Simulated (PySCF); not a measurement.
# F4Ni ([NiF4]2-): the cost of one run

Programs: PySCF 2.14.0, with routines of our own; each step states its level. All values are computed. Atoms count from 0.

### 1 The starting structure

5 atoms, charge -2, states of the metal's open shell are computed; geometry from: model start, shaken.

### 2 Geometry optimisation at PBE0-D3(BJ)/def2-TZVP

Job settings and geometry (Å):

```
{"job": {"xc": "PBE0", "basis": "def2-TZVP", "d3": "d3bj", "grid": 1, "maxiter": 45, "solvent": "water", "kind": "geom"}, "charge": -2, "metal": "Ni", "open_shell": "d8"}
Ni     0.000020     0.004480    -0.004110
F      1.066290     1.072820     1.064770
F     -1.078740    -1.059540     1.072260
F     -1.088950     1.086990    -1.074290
F      1.081230    -1.093600    -1.080080
```

Started as:

```sh
$ OMP_NUM_THREADS=1 python lf_run.py task.json out
```

One launch serves the whole session: the jobs run in the order shown.

Q: Estimate the wall time and peak memory of this first job on 1 thread of Arm Neoverse V2, shared host.

About 3.2 min, with a peak of 0.96 GiB.
